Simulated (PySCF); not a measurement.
# One shape, several levels: SnClF (SMILES [F][Sn][Cl])

Wanted: a comparison of 6 runs (HF/STO-3G, HF/3-21G, HF/def2-SVP, PBE0/STO-3G, PBE0/def2-SVP, CCSD(T)/def2-TZVP) of SnClF. 

The results are computed with PySCF 2.14.0.

2 further runs of the same task are left out: 2 set aside as unsound or not needed.

**1. The structure to begin with**

The species is SnClF (3 atoms), meant as a singlet with charge 0. As SMILES, `[F][Sn][Cl]`. The coordinates come from a PBE0-D4/def2-TZVP relaxation.

Bond lengths: F1–Sn2 1.935 Å, Sn2–Cl3 2.360 Å. Angles: F1–Sn2–Cl3 96.9°.

**2. Energy and gradient at HF/STO-3G (run 1)**

The input, job.py:

```python
from pyscf import gto, scf

mol = gto.M(
    atom='''
F     -2.625963     0.421598    -1.406712
Sn     0.310482     1.697163     0.360371
Cl     2.294694    -2.241215     1.021397
''',
    max_memory=1860,
    unit='bohr',
    verbose=4,
    basis='sto-3g',
)

mf = scf.RHF(mol)
mf.conv_tol = 1e-10
mf.kernel()
if not mf.converged:
    mf = mf.newton().run(mf.mo_coeff, mf.mo_occ)

energy = mf.e_tot
print('E = %.10f Eh' % energy)
grad = mf.nuc_grad_method().kernel()
dip = mf.dip_moment()
pop, q = mf.mulliken_pop()
```

Run with:

```sh
$ OMP_NUM_THREADS=1 python job.py
```

Log:

```text
PySCF version 2.14.0

[INPUT] num. atoms = 3
[INPUT] num. electrons = 76
[INPUT] charge = 0
[INPUT] spin (= nelec alpha-beta = 2S) = 0
[INPUT] symmetry False subgroup None
[INPUT] Mole.unit = bohr
[INPUT] Symbol           X                Y                Z      unit          X                Y                Z       unit  Magmom
[INPUT]  1 F     -1.389599776319   0.223100053769  -0.744399932728 AA   -2.625963000000   0.421598000000  -1.406712000000 Bohr   0.0
[INPUT]  2 Sn     0.164299998801   0.898099982817   0.190700120676 AA    0.310482000000   1.697163000000   0.360371000000 Bohr   0.0
[INPUT]  3 Cl     1.214299770835  -1.185999902772   0.540500015702 AA    2.294694000000  -2.241215000000   1.021397000000 Bohr   0.0

[... 46 lines left out ...]
converged SCF energy = -6515.97322822282
[... 10 lines left out ...]
Dipole moment(X, Y, Z, Debye): -0.99653,  3.15256, -0.20156
[... 45 lines left out ...]
charge of    2Cl =     -0.49566
```

It took 2.7 s on 1 thread of Intel Xeon at 2.70GHz, shared host; peak memory 0.12 GiB.

**3. Energy and gradient at HF/3-21G (run 2)**

The input, calc.py:

```python
from pyscf import gto

system = gto.M(
    atom='''
F     -2.625963     0.421598    -1.406712
Sn     0.310482     1.697163     0.360371
Cl     2.294694    -2.241215     1.021397
''',
    verbose=4,
    basis='3-21g',
    max_memory=1860,
    spin=0,
    charge=0,
    unit='bohr',
)

mf = system.RHF()
mf.conv_tol = 1e-10
mf.kernel()
if not mf.converged:
    mf = mf.newton().run(mf.mo_coeff, mf.mo_occ)

e_tot = mf.e_tot
print('E = %.10f Eh' % e_tot)
grad = mf.nuc_grad_method().kernel()
dip = mf.dip_moment()
pop, q = mf.mulliken_pop()
```

Run with:

```sh
$ OMP_NUM_THREADS=1 python calc.py
```

Log:

```text
PySCF version 2.14.0

[INPUT] num. atoms = 3
[INPUT] num. electrons = 76
[INPUT] charge = 0
[INPUT] spin (= nelec alpha-beta = 2S) = 0
[INPUT] symmetry False subgroup None
[INPUT] Mole.unit = bohr
[INPUT] Symbol           X                Y                Z      unit          X                Y                Z       unit  Magmom
[INPUT]  1 F     -1.389599776319   0.223100053769  -0.744399932728 AA   -2.625963000000   0.421598000000  -1.406712000000 Bohr   0.0
[INPUT]  2 Sn     0.164299998801   0.898099982817   0.190700120676 AA    0.310482000000   1.697163000000   0.360371000000 Bohr   0.0
[INPUT]  3 Cl     1.214299770835  -1.185999902772   0.540500015702 AA    2.294694000000  -2.241215000000   1.021397000000 Bohr   0.0

[... 46 lines left out ...]
converged SCF energy = -6552.58314096408
[... 10 lines left out ...]
Dipole moment(X, Y, Z, Debye):  0.15252,  4.22634,  0.55372
[... 57 lines left out ...]
charge of    2Cl =     -0.60696
```

It took 2.7 s on 1 thread of Intel Xeon at 2.70GHz, shared host; peak memory 0.12 GiB.

Runs 3 to 5 aren't shown in full; the table further down has their settings and results.

**4. The energy at CCSD(T)/def2-TZVP (core potential) (run 6)**

The input, input.py:

```python
from pyscf import gto, scf, cc

mol = gto.Mole()
mol.atom = [
    ('F', (-1.389600, 0.223100, -0.744400)),
    ('Sn', (0.164300, 0.898100, 0.190700)),
    ('Cl', (1.214300, -1.186000, 0.540500)),
]
mol.basis = 'def2-tzvp'
mol.charge = 0
mol.verbose = 4
mol.ecp = {'Sn': 'def2-svp'}
mol.max_memory = 1860
mol.build()

hf = scf.RHF(mol)
hf.conv_tol = 1e-10
hf.kernel()
if not hf.converged:
    hf = hf.newton().run(hf.mo_coeff, hf.mo_occ)

mycc = cc.CCSD(hf, frozen=10)
mycc.kernel()
e_t = mycc.ccsd_t()
e_final = mycc.e_tot + e_t
print(f'total energy: {e_final:.8f} hartree')
hf.analyze()
```

Run with:

```sh
$ OMP_NUM_THREADS=1 python input.py
```

Log:

```text
PySCF version 2.14.0

[INPUT] num. atoms = 3
[INPUT] num. electrons = 48
[INPUT] charge = 0
[INPUT] spin (= nelec alpha-beta = 2S) = 0
[INPUT] symmetry False subgroup None
[INPUT] Mole.unit = angstrom
[INPUT] Symbol           X                Y                Z      unit          X                Y                Z       unit  Magmom
[INPUT]  1 F     -1.389600000000   0.223100000000  -0.744400000000 AA   -2.625963422696   0.421597898390  -1.406712127126 Bohr   0.0
[INPUT]  2 Sn     0.164300000000   0.898100000000   0.190700000000 AA    0.310482002266   1.697163032472   0.360370771955 Bohr   0.0
[INPUT]  3 Cl     1.214300000000  -1.186000000000   0.540500000000 AA    2.294694433059  -2.241215183734   1.021396970327 Bohr   0.0

[... 84 lines left out ...]
Two-electron Energy =                  541.588903026794924
[... 16 lines left out ...]
MO #13  energy= -1.37257175541572  occ= 2
[... 14 lines left out ...]
MO #28  energy= 0.165081123177574  occ= 0
[... 14 lines left out ...]
MO #43  energy= 0.683183234562618  occ= 0
[... 14 lines left out ...]
MO #58  energy= 1.22478767119024   occ= 0
[... 14 lines left out ...]
MO #73  energy= 2.39199791506752   occ= 0
[... 14 lines left out ...]
MO #88  energy= 2.77557917147769   occ= 0
[... 14 lines left out ...]
MO #103 energy= 7.46600459983783   occ= 0
[... 14 lines left out ...]
MO #118 energy= 113.989783900546   occ= 0
[... 124 lines left out ...]
Dipole moment(X, Y, Z, Debye):  1.08667,  3.42732,  0.98209
```

Wall time 1.7 min (1 thread of Intel Xeon at 2.70GHz, shared host); peak memory 1.5 GiB.

**5. Overview of the runs**

| run | level | core potential | integration grid | energy (Eh) | dipole moment (D) of the reference | HOMO energy (eV) | LUMO energy (eV) | wall time |
| --- | --- | --- | --- | --- | --- | --- | --- | --- |
| 1 | HF/STO-3G | – | – | -6515.973228 | 3.31 | -6.48 | 3.70 | 2.7 s |
| 2 | HF/3-21G | – | – | -6552.583141 | 4.27 | -10.29 | -0.37 | 2.7 s |
| 3 | HF/def2-SVP (core potential) | def2-svp | – | -772.150705 | 3.77 | -10.54 | -0.13 | 4.8 s |
| 4 | PBE0/STO-3G | – | 5 | -6518.473859 | 2.93 | -4.23 | 0.41 | 9.3 s |
| 5 | PBE0/def2-SVP (core potential) | def2-svp | 5 | -773.965974 | 3.34 | -8.10 | -2.81 | 20 s |
| 6 | CCSD(T)/def2-TZVP (core potential) | def2-svp | – | -773.220223 | 3.73 | -10.69 | -0.30 | 1.7 min |

**6. Outcome**

| quantity | value |
| --- | --- |
| run 6: total energy | -773.22022 Eh |
| run 6: dipole moment (Hartree–Fock density) | 3.73 D |
| run 6: HOMO energy (Hartree–Fock orbitals) | -10.69 eV |
| run 6: LUMO energy (Hartree–Fock orbitals) | -0.30 eV |
| run 6: HOMO–LUMO gap (Hartree–Fock orbitals) | 10.39 eV |
| run 6: correlation energy (10 core orbitals frozen) | -769.0 mEh |
| run 6: (T) correction | -25.41 mEh |
| run 6: T1 diagnostic | 0.016 |

What this shows: Over runs 1, 2, 3, 4, 5 the dipole moment (its size) runs from 2.93 D (PBE0/STO-3G) to 4.27 D (HF/3-21G). The two ends differ in method and basis. Over runs 1, 2, 3, 4, 5 the HOMO–LUMO gap runs from 4.64 eV (PBE0/STO-3G) to 10.41 eV (HF/def2-SVP). The two ends differ in method and basis and core potential. Some runs of one species differ in core potentials or relativity; totals across that change don't compare. In runs 1, 4 the basis is minimal, so the values are rough. In runs 1, 2, 4 relativity is left out where basis or elements ask for it. All runs together took 2.3 min, the longest 1.7 min.
